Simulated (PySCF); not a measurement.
# C3H8O2Si: NMR shifts at several levels of theory, part 1 of 2

How much do the NMR shifts of C3H8O2Si (`CC(=O)C[SiH2]O`) depend on the level of theory, and what does each level cost?

Computed with PySCF 2.14.0, with density-fitted response routines of our own, on a single molecule in the gas phase. Atoms count from 0, in the outputs and in this text.

**1. The molecule as given**

14 atoms, charge 0, multiplicity 1; geometry from: PBE0-D3(BJ)/def2-SVP.

Bonds of the start (Å): C0–C1 1.50, C1–O2 1.22, C1–C3 1.50, C3–Si4 1.90, Si4–O5 1.66, C0–H6 1.10, C0–H7 1.10, C0–H8 1.10, C3–H9 1.10, C3–H10 1.10, Si4–H11 1.49, Si4–H12 1.50, O5–H13 0.97.

**2. Nuclear shieldings: HF/pcSseg-1**

Job settings and geometry (Å):

```
{"job": {"kind": "nmr", "xc": "HF", "basis": "pcSseg-1", "pop": false}, "charge": 0, "multiplicity": 1}
C     -2.067789     0.103081    -0.539537
C     -0.680015    -0.463555    -0.438796
O     -0.494512    -1.650134    -0.237924
C      0.478753     0.485609    -0.561347
Si     1.616687     0.292299     0.952851
O      1.959226    -1.322593     1.079730
H     -2.211036     0.574726    -1.524763
H     -2.811387    -0.689050    -0.389653
H     -2.202021     0.895023     0.214791
H      0.168986     1.526481    -0.735038
H      1.095229     0.158567    -1.416517
H      2.871149     1.067809     0.743144
H      0.906908     0.837338     2.152677
H      1.239071    -1.845211     0.682467
```

Level: GIAO HF/pcSseg-1 NMR shielding, non-relativistic, gas phase.

The run is started by

```sh
OMP_NUM_THREADS=1 python probes_run.py task.json out
```

The driver reads the jobs from task.json and runs them one after another.

Standard output:

```text
final grid: 110944 points
cycle   1  E = -556.7319117475  dE =  8.820e-01  |g| = 8.769e-01  |ddm| = 3.135e+00
cycle   2  E = -556.8343259712  dE = -1.024e-01  |g| = 6.678e-01  |ddm| = 1.077e+00
cycle   3  E = -556.9136691115  dE = -7.934e-02  |g| = 7.860e-02  |ddm| = 5.317e-01
cycle   4  E = -556.9161126542  dE = -2.444e-03  |g| = 3.331e-02  |ddm| = 1.129e-01
cycle   5  E = -556.9164221652  dE = -3.095e-04  |g| = 9.882e-03  |ddm| = 4.596e-02
cycle   6  E = -556.9164825220  dE = -6.036e-05  |g| = 4.634e-03  |ddm| = 2.075e-02
cycle   7  E = -556.9164966997  dE = -1.418e-05  |g| = 1.522e-03  |ddm| = 1.221e-02
cycle   8  E = -556.9164981392  dE = -1.439e-06  |g| = 4.858e-04  |ddm| = 3.489e-03
cycle   9  E = -556.9164982913  dE = -1.521e-07  |g| = 1.140e-04  |ddm| = 9.777e-04
cycle  10  E = -556.9164983024  dE = -1.115e-08  |g| = 4.005e-05  |ddm| = 2.539e-04
cycle  11  E = -556.9164983041  dE = -1.651e-09  |g| = 1.814e-05  |ddm| = 9.748e-05
cycle  12  E = -556.9164983045  dE = -4.918e-10  |g| = 8.900e-06  |ddm| = 5.677e-05
converged SCF energy = -556.9164983045

GIAO shielding tensors (ppm)
atom      isotropic    diamagn.    paramagn.     s11        s22        s33       span
  0 C      158.289     249.132     -90.843    138.624    142.333    193.910     55.285
  1 C      -28.693     251.054    -279.747   -118.512    -86.915    119.348    237.860
  2 O     -287.303     404.046    -691.349   -789.008   -425.200    352.300   1141.307
  3 C      162.980     258.222     -95.242    145.571    156.075    187.295     41.725
  4 Si     420.739     875.117    -454.379    392.205    399.398    470.613     78.407
  5 O      327.548     392.220     -64.672    303.974    324.925    353.745     49.771
  6 H       29.420      29.119       0.301     26.215     28.489     33.556      7.342
  7 H       29.420      28.967       0.453     25.394     27.787     35.078      9.684
  8 H       29.479      30.310      -0.831     26.650     28.991     32.796      6.146
  9 H       30.108      33.485      -3.377     26.437     29.933     33.952      7.515
 10 H       29.843      32.337      -2.494     26.678     27.754     35.097      8.420
 11 H       27.320      28.378      -1.058     23.951     25.386     32.624      8.673
 12 H       27.373      29.401      -2.028     24.039     25.892     32.189      8.149
 13 H       27.206      32.307      -5.100     15.028     23.567     43.023     27.995
```

It took 7.4 s on 1 thread of Arm Neoverse V1, shared host; peak memory 0.82 GiB.

Shifts follow as δ = σ(reference) − σ, with reference shieldings (ppm) from runs at the same level and on the same kind of geometry: 1H TMS 31.69, 13C TMS 190.8, 29Si TMS 393.4, 17O H2O 333.3. The references are single molecules in the gas phase, so shifts against H2O, NH3, PH3, H3PO4 or CFCl3 are not on the usual liquid scales and can be off by tens of ppm. Atoms listed in one row are averaged.

```
     atoms                                           environment  σ (ppm)  δ (ppm)
        C1                                ketone carbonyl carbon    -28.7    219.5
        C0                         methyl carbon α to a carbonyl    158.3     32.6
        C3                 sp3 CH2 bonded to Si, α to a carbonyl    163.0     27.9
       H13                    hydrogen on an oxygen bonded to Si    27.21     4.48
  H11, H12                  hydrogen on a silicon bonded to C, O    27.35     4.34
H6, H7, H8           hydrogen on a methyl carbon α to a carbonyl    29.44     2.25
   H9, H10  hydrogen on an sp3 CH2 bonded to Si, α to a carbonyl    29.98     1.71
        O2                                         ketone oxygen   -287.3    620.6
        O5                                oxygen bonded to Si, H    327.5      5.8
       Si4                           silicon bonded to C, O, 2 H    420.7    -27.3
```

**3. NMR shieldings: LDA/pcSseg-1**

The job, as its differences from that of step 2:

```diff
@@ -1,2 +1,2 @@
-{"job": {"kind": "nmr", "xc": "HF", "basis": "pcSseg-1", "pop": false}, "charge": 0, "multiplicity": 1}
+{"job": {"kind": "nmr", "xc": "LDA", "basis": "pcSseg-1", "pop": false}, "charge": 0, "multiplicity": 1}
 C     -2.067789     0.103081    -0.539537
```

Method: GIAO LDA/pcSseg-1 NMR shielding, non-relativistic, gas phase.

Standard output:

```text
coarse grid: 12016 points
cycle   1  E = -555.4282863168  dE =  6.043e-01  |g| = 1.181e+00  |ddm| = 3.312e+00
cycle   2  E = -553.9211170991  dE =  1.507e+00  |g| = 2.902e+00  |ddm| = 5.000e+00
cycle   3  E = -555.6386424051  dE = -1.718e+00  |g| = 4.646e-01  |ddm| = 4.525e+00
cycle   4  E = -555.6827608041  dE = -4.412e-02  |g| = 2.164e-01  |ddm| = 5.698e-01
cycle   5  E = -555.6900621067  dE = -7.301e-03  |g| = 1.169e-01  |ddm| = 2.452e-01
cycle   6  E = -555.6925076100  dE = -2.446e-03  |g| = 2.164e-02  |ddm| = 1.024e-01
cycle   7  E = -555.6926212748  dE = -1.137e-04  |g| = 5.274e-03  |ddm| = 2.595e-02
cycle   8  E = -555.6926267298  dE = -5.455e-06  |g| = 1.927e-03  |ddm| = 5.380e-03
final grid: 110944 points
cycle   9  E = -555.7554979319  dE = -3.786e-05  |g| = 5.059e-03  |ddm| = 2.610e-02
cycle  10  E = -555.7554865443  dE =  1.139e-05  |g| = 8.666e-03  |ddm| = 1.030e-02
cycle  11  E = -555.7555030462  dE = -1.650e-05  |g| = 2.371e-03  |ddm| = 7.414e-03
cycle  12  E = -555.7555040933  dE = -1.047e-06  |g| = 3.570e-04  |ddm| = 2.081e-03
cycle  13  E = -555.7555041163  dE = -2.298e-08  |g| = 1.113e-04  |ddm| = 3.641e-04
cycle  14  E = -555.7555041193  dE = -3.000e-09  |g| = 2.498e-05  |ddm| = 1.221e-04
cycle  15  E = -555.7555041195  dE = -1.519e-10  |g| = 7.749e-06  |ddm| = 3.244e-05
converged SCF energy = -555.7555041195

GIAO shielding tensors (ppm)
atom      isotropic    diamagn.    paramagn.     s11        s22        s33       span
  0 C      144.190     253.646    -109.457    120.253    123.459    188.858     68.605
  1 C      -40.675     251.587    -292.262   -107.774   -104.965     90.715    198.488
  2 O     -316.743     403.216    -719.959   -873.703   -377.745    301.220   1174.922
  3 C      143.723     259.686    -115.963    121.819    138.805    170.544     48.725
  4 Si     335.213     880.457    -545.244    290.976    298.880    415.785    124.809
  5 O      308.026     390.977     -82.951    251.992    317.146    354.940    102.948
  6 H       28.328      28.783      -0.454     25.503     27.834     31.648      6.145
  7 H       28.897      28.813       0.084     25.868     26.869     33.954      8.086
  8 H       28.267      30.185      -1.918     25.813     28.208     30.780      4.967
  9 H       28.613      32.749      -4.136     25.401     29.207     31.230      5.829
 10 H       28.529      31.447      -2.918     25.542     26.888     33.157      7.615
 11 H       25.453      27.585      -2.132     22.142     23.841     30.375      8.233
 12 H       25.307      28.698      -3.391     22.035     23.977     29.908      7.873
 13 H       27.167      32.630      -5.463     15.329     24.623     41.549     26.219
```

Wall time 18 s (1 thread of Arm Neoverse V1, shared host); peak memory 0.87 GiB.

In short: δ C1 221.4, C3 37.0, C0 36.5, O2 659.5, H11 5.45, H13 3.66 ppm (means over like atoms).

**4. Nuclear shieldings: PBE/pcSseg-1**

The job, as its differences from that of step 3:

```diff
@@ -1,2 +1,2 @@
-{"job": {"kind": "nmr", "xc": "LDA", "basis": "pcSseg-1", "pop": false}, "charge": 0, "multiplicity": 1}
+{"job": {"kind": "nmr", "xc": "PBE", "basis": "pcSseg-1", "pop": false}, "charge": 0, "multiplicity": 1}
 C     -2.067789     0.103081    -0.539537
```

With the program's defaults for keys left out, this is: GIAO PBE/pcSseg-1 NMR shielding, non-relativistic, gas phase.

Standard output:

```text
coarse grid: 12016 points
cycle   1  E = -558.2864659440  dE =  6.098e-01  |g| = 1.172e+00  |ddm| = 3.312e+00
cycle   2  E = -556.8281773533  dE =  1.458e+00  |g| = 2.855e+00  |ddm| = 4.836e+00
cycle   3  E = -558.4954157153  dE = -1.667e+00  |g| = 4.543e-01  |ddm| = 4.372e+00
cycle   4  E = -558.5373857687  dE = -4.197e-02  |g| = 2.162e-01  |ddm| = 5.575e-01
cycle   5  E = -558.5448126497  dE = -7.427e-03  |g| = 1.102e-01  |ddm| = 2.389e-01
cycle   6  E = -558.5470423946  dE = -2.230e-03  |g| = 2.052e-02  |ddm| = 9.770e-02
cycle   7  E = -558.5471470793  dE = -1.047e-04  |g| = 4.712e-03  |ddm| = 2.477e-02
cycle   8  E = -558.5471514000  dE = -4.321e-06  |g| = 1.785e-03  |ddm| = 4.881e-03
final grid: 110944 points
cycle   9  E = -558.6203265242  dE =  2.284e-05  |g| = 2.189e-02  |ddm| = 3.456e-02
cycle  10  E = -558.6197473618  dE =  5.792e-04  |g| = 5.861e-02  |ddm| = 5.861e-02
cycle  11  E = -558.6204099003  dE = -6.625e-04  |g| = 6.857e-03  |ddm| = 4.727e-02
cycle  12  E = -558.6204193496  dE = -9.449e-06  |g| = 1.116e-03  |ddm| = 5.805e-03
cycle  13  E = -558.6204195727  dE = -2.231e-07  |g| = 3.934e-04  |ddm| = 1.289e-03
cycle  14  E = -558.6204196057  dE = -3.303e-08  |g| = 4.545e-05  |ddm| = 3.588e-04
cycle  15  E = -558.6204196062  dE = -4.991e-10  |g| = 1.296e-05  |ddm| = 6.451e-05
converged SCF energy = -558.6204196062

GIAO shielding tensors (ppm)
atom      isotropic    diamagn.    paramagn.     s11        s22        s33       span
  0 C      144.820     252.445    -107.625    122.029    126.489    185.941     63.912
  1 C      -33.325     251.670    -284.995   -100.969    -91.498     92.491    193.460
  2 O     -301.608     403.216    -704.824   -837.759   -369.285    302.221   1139.981
  3 C      146.102     258.856    -112.754    125.796    141.385    171.124     45.327
  4 Si     355.647     880.029    -524.382    315.420    321.909    429.612    114.192
  5 O      306.128     390.450     -84.322    257.521    313.086    347.776     90.255
  6 H       28.748      29.124      -0.377     25.985     28.297     31.961      5.977
  7 H       29.306      29.161       0.144     26.380     27.418     34.120      7.740
  8 H       28.701      30.610      -1.909     26.294     28.662     31.145      4.851
  9 H       29.090      33.233      -4.143     25.913     29.652     31.704      5.791
 10 H       29.011      31.921      -2.910     26.121     27.375     33.537      7.416
 11 H       26.079      28.144      -2.064     22.797     24.444     30.997      8.200
 12 H       25.944      29.330      -3.385     22.714     24.584     30.535      7.821
 13 H       27.652      33.103      -5.452     16.038     25.132     41.784     25.746
```

Run time: 22 s. Hardware: 1 thread of Arm Neoverse V1, shared host; peak memory 0.79 GiB.

Key values: δ C1 213.4, C0 35.2, C3 33.9, O2 636.2, H11 5.18, H13 3.55 ppm (means over like atoms).

**5. Nuclear shieldings: BLYP/pcSseg-1**

The job, as its differences from that of step 4:

```diff
@@ -1,2 +1,2 @@
-{"job": {"kind": "nmr", "xc": "PBE", "basis": "pcSseg-1", "pop": false}, "charge": 0, "multiplicity": 1}
+{"job": {"kind": "nmr", "xc": "BLYP", "basis": "pcSseg-1", "pop": false}, "charge": 0, "multiplicity": 1}
 C     -2.067789     0.103081    -0.539537
```

Method: GIAO BLYP/pcSseg-1 NMR shielding, non-relativistic, gas phase.

Standard output:

```text
coarse grid: 12016 points
cycle   1  E = -558.6264868199  dE =  6.322e-01  |g| = 1.263e+00  |ddm| = 3.326e+00
cycle   2  E = -556.8794114478  dE =  1.747e+00  |g| = 3.099e+00  |ddm| = 5.501e+00
cycle   3  E = -558.8638155654  dE = -1.984e+00  |g| = 4.845e-01  |ddm| = 5.060e+00
cycle   4  E = -558.9090213903  dE = -4.521e-02  |g| = 2.598e-01  |ddm| = 6.258e-01
cycle   5  E = -558.9202500897  dE = -1.123e-02  |g| = 1.258e-01  |ddm| = 2.743e-01
cycle   6  E = -558.9231017819  dE = -2.852e-03  |g| = 2.431e-02  |ddm| = 1.113e-01
cycle   7  E = -558.9232480475  dE = -1.463e-04  |g| = 5.390e-03  |ddm| = 3.037e-02
cycle   8  E = -558.9232535339  dE = -5.486e-06  |g| = 2.178e-03  |ddm| = 5.697e-03
final grid: 110944 points
cycle   9  E = -559.0016391061  dE = -2.478e-05  |g| = 1.156e-02  |ddm| = 2.967e-02
cycle  10  E = -559.0015105351  dE =  1.286e-04  |g| = 2.778e-02  |ddm| = 2.761e-02
cycle  11  E = -559.0016616661  dE = -1.511e-04  |g| = 5.338e-03  |ddm| = 2.279e-02
cycle  12  E = -559.0016674066  dE = -5.741e-06  |g| = 5.782e-04  |ddm| = 4.325e-03
cycle  13  E = -559.0016674603  dE = -5.371e-08  |g| = 3.087e-04  |ddm| = 7.827e-04
cycle  14  E = -559.0016674774  dE = -1.708e-08  |g| = 4.972e-05  |ddm| = 2.713e-04
cycle  15  E = -559.0016674779  dE = -5.109e-10  |g| = 1.238e-05  |ddm| = 6.095e-05
converged SCF energy = -559.0016674779

GIAO shielding tensors (ppm)
atom      isotropic    diamagn.    paramagn.     s11        s22        s33       span
  0 C      139.991     251.497    -111.506    116.265    122.398    181.309     65.044
  1 C      -39.963     251.336    -291.299   -108.797    -99.169     88.077    196.874
  2 O     -303.504     404.142    -707.646   -834.499   -375.180    299.166   1133.665
  3 C      141.362     258.075    -116.713    121.037    136.452    166.596     45.560
  4 Si     349.627     879.699    -530.072    310.617    316.873    421.391    110.774
  5 O      302.900     391.101     -88.200    257.861    308.871    341.969     84.108
  6 H       28.935      29.247      -0.311     26.271     28.560     31.975      5.704
  7 H       29.504      29.231       0.273     26.695     27.739     34.078      7.384
  8 H       28.904      30.893      -1.989     26.601     28.896     31.214      4.613
  9 H       29.345      33.430      -4.084     26.266     30.001     31.769      5.503
 10 H       29.254      32.055      -2.801     26.526     27.682     33.554      7.028
 11 H       26.388      28.444      -2.056     23.120     24.746     31.298      8.178
 12 H       26.255      29.737      -3.481     23.046     24.879     30.842      7.797
 13 H       27.700      33.387      -5.687     16.248     25.187     41.666     25.418
```

Wall time 22 s (1 thread of Arm Neoverse V1, shared host); peak memory 0.79 GiB.

Key values: δ C1 215.3, C0 35.3, C3 34.0, O2 637.2, H11 5.04, H13 3.66 ppm (means over like atoms).

**6. Nuclear shieldings: BP86/pcSseg-1**

The job, as its differences from that of step 5:

```diff
@@ -1,2 +1,2 @@
-{"job": {"kind": "nmr", "xc": "BLYP", "basis": "pcSseg-1", "pop": false}, "charge": 0, "multiplicity": 1}
+{"job": {"kind": "nmr", "xc": "BP86", "basis": "pcSseg-1", "pop": false}, "charge": 0, "multiplicity": 1}
 C     -2.067789     0.103081    -0.539537
```

Level: GIAO BP86/pcSseg-1 NMR shielding, non-relativistic, gas phase.

Standard output:

```text
coarse grid: 12016 points
cycle   1  E = -558.7803736034  dE =  6.125e-01  |g| = 1.181e+00  |ddm| = 3.313e+00
cycle   2  E = -557.3297011174  dE =  1.451e+00  |g| = 2.852e+00  |ddm| = 4.657e+00
cycle   3  E = -558.9935547130  dE = -1.664e+00  |g| = 4.462e-01  |ddm| = 4.197e+00
cycle   4  E = -559.0339868987  dE = -4.043e-02  |g| = 2.151e-01  |ddm| = 5.491e-01
cycle   5  E = -559.0414332293  dE = -7.446e-03  |g| = 1.074e-01  |ddm| = 2.323e-01
cycle   6  E = -559.0435427427  dE = -2.110e-03  |g| = 2.004e-02  |ddm| = 9.329e-02
cycle   7  E = -559.0436420122  dE = -9.927e-05  |g| = 4.688e-03  |ddm| = 2.400e-02
cycle   8  E = -559.0436462936  dE = -4.281e-06  |g| = 1.760e-03  |ddm| = 4.840e-03
final grid: 110944 points
cycle   9  E = -559.1205677244  dE = -2.988e-05  |g| = 1.136e-02  |ddm| = 3.041e-02
cycle  10  E = -559.1204330768  dE =  1.346e-04  |g| = 2.870e-02  |ddm| = 2.941e-02
cycle  11  E = -559.1205884026  dE = -1.553e-04  |g| = 3.973e-03  |ddm| = 2.368e-02
cycle  12  E = -559.1205916296  dE = -3.227e-06  |g| = 7.264e-04  |ddm| = 3.269e-03
cycle  13  E = -559.1205917212  dE = -9.161e-08  |g| = 3.071e-04  |ddm| = 8.590e-04
cycle  14  E = -559.1205917311  dE = -9.886e-09  |g| = 3.988e-05  |ddm| = 2.645e-04
cycle  15  E = -559.1205917314  dE = -3.636e-10  |g| = 1.263e-05  |ddm| = 5.092e-05
converged SCF energy = -559.1205917314

GIAO shielding tensors (ppm)
atom      isotropic    diamagn.    paramagn.     s11        s22        s33       span
  0 C      144.193     252.766    -108.574    121.660    125.793    185.126     63.466
  1 C      -33.780     251.827    -285.607   -100.772    -92.543     91.975    192.747
  2 O     -297.996     403.517    -701.514   -829.305   -367.131    302.447   1131.752
  3 C      145.641     259.354    -113.713    125.170    140.894    170.859     45.689
  4 Si     355.158     879.992    -524.834    315.568    321.833    428.073    112.506
  5 O      305.581     390.651     -85.070    259.154    312.164    345.426     86.272
  6 H       28.817      29.185      -0.368     26.070     28.357     32.023      5.953
  7 H       29.342      29.199       0.143     26.386     27.484     34.155      7.768
  8 H       28.774      30.696      -1.921     26.384     28.723     31.216      4.832
  9 H       29.177      33.311      -4.133     26.018     29.736     31.778      5.760
 10 H       29.086      32.015      -2.929     26.223     27.449     33.585      7.362
 11 H       26.179      28.211      -2.032     22.886     24.539     31.113      8.227
 12 H       26.043      29.413      -3.370     22.806     24.682     30.642      7.836
 13 H       27.669      33.135      -5.466     16.069     25.137     41.800     25.730
```

Wall time 22 s (1 thread of Arm Neoverse V1, shared host); peak memory 0.8 GiB.

Key values: δ C1 213.5, C0 35.6, C3 34.1, O2 630.6, H11 5.15, H13 3.60 ppm (means over like atoms).

**7. Shielding tensors: OPBE/pcSseg-1**

The job, as its differences from that of step 6:

```diff
@@ -1,2 +1,2 @@
-{"job": {"kind": "nmr", "xc": "BP86", "basis": "pcSseg-1", "pop": false}, "charge": 0, "multiplicity": 1}
+{"job": {"kind": "nmr", "xc": "OPBE", "basis": "pcSseg-1", "pop": false}, "charge": 0, "multiplicity": 1}
 C     -2.067789     0.103081    -0.539537
```

With the program's defaults for keys left out, this is: GIAO OPBE/pcSseg-1 NMR shielding, non-relativistic, gas phase.

Standard output:

```text
coarse grid: 12016 points
cycle   1  E = -558.6221658886  dE =  5.671e-01  |g| = 1.081e+00  |ddm| = 3.315e+00
cycle   2  E = -557.4365720207  dE =  1.186e+00  |g| = 2.572e+00  |ddm| = 4.171e+00
cycle   3  E = -558.8101545274  dE = -1.374e+00  |g| = 4.100e-01  |ddm| = 3.695e+00
cycle   4  E = -558.8454291944  dE = -3.527e-02  |g| = 1.823e-01  |ddm| = 4.896e-01
cycle   5  E = -558.8508594114  dE = -5.430e-03  |g| = 8.406e-02  |ddm| = 1.955e-01
cycle   6  E = -558.8522352341  dE = -1.376e-03  |g| = 1.672e-02  |ddm| = 7.704e-02
cycle   7  E = -558.8523039042  dE = -6.867e-05  |g| = 3.863e-03  |ddm| = 1.881e-02
cycle   8  E = -558.8523068652  dE = -2.961e-06  |g| = 1.392e-03  |ddm| = 4.069e-03
final grid: 110944 points
cycle   9  E = -558.9103973406  dE =  1.927e-05  |g| = 3.487e-02  |ddm| = 5.377e-02
cycle  10  E = -558.9090120148  dE =  1.385e-03  |g| = 9.063e-02  |ddm| = 9.570e-02
cycle  11  E = -558.9106013149  dE = -1.589e-03  |g| = 9.448e-03  |ddm| = 7.453e-02
cycle  12  E = -558.9106176832  dE = -1.637e-05  |g| = 2.150e-03  |ddm| = 8.413e-03
cycle  13  E = -558.9106185202  dE = -8.370e-07  |g| = 4.231e-04  |ddm| = 2.188e-03
cycle  14  E = -558.9106185631  dE = -4.289e-08  |g| = 8.449e-05  |ddm| = 4.314e-04
cycle  15  E = -558.9106185647  dE = -1.657e-09  |g| = 2.284e-05  |ddm| = 1.004e-04
cycle  16  E = -558.9106185648  dE = -1.171e-10  |g| = 7.287e-06  |ddm| = 2.693e-05
converged SCF energy = -558.9106185648

GIAO shielding tensors (ppm)
atom      isotropic    diamagn.    paramagn.     s11        s22        s33       span
  0 C      151.496     252.560    -101.064    130.943    134.197    189.348     58.404
  1 C      -18.693     252.564    -271.257    -84.946    -71.070     99.937    184.883
  2 O     -278.545     402.193    -680.739   -798.600   -348.803    311.767   1110.367
  3 C      153.516     259.051    -105.535    133.859    149.744    176.943     43.084
  4 Si     378.964     880.313    -501.349    341.036    347.687    448.169    107.133
  5 O      310.462     389.671     -79.210    266.090    316.163    349.132     83.043
  6 H       28.780      29.127      -0.347     25.916     28.241     32.183      6.267
  7 H       29.285      29.226       0.060     26.232     27.400     34.224      7.992
  8 H       28.725      30.483      -1.757     26.199     28.638     31.340      5.142
  9 H       29.072      33.254      -4.182     25.810     29.462     31.943      6.133
 10 H       29.015      32.011      -2.996     25.990     27.280     33.775      7.784
 11 H       26.214      28.125      -1.911     22.963     24.567     31.112      8.149
 12 H       26.097      29.298      -3.201     22.909     24.734     30.649      7.741
 13 H       27.709      32.874      -5.165     15.998     25.064     42.065     26.067
```

Run time: 23 s. Hardware: 1 thread of Arm Neoverse V1, shared host; peak memory 0.79 GiB.

This run: δ C1 203.8, C0 33.6, C3 31.6, O2 610.6, H11 5.07, H13 3.52 ppm (means over like atoms).

(Continued in part 2 of 2.)
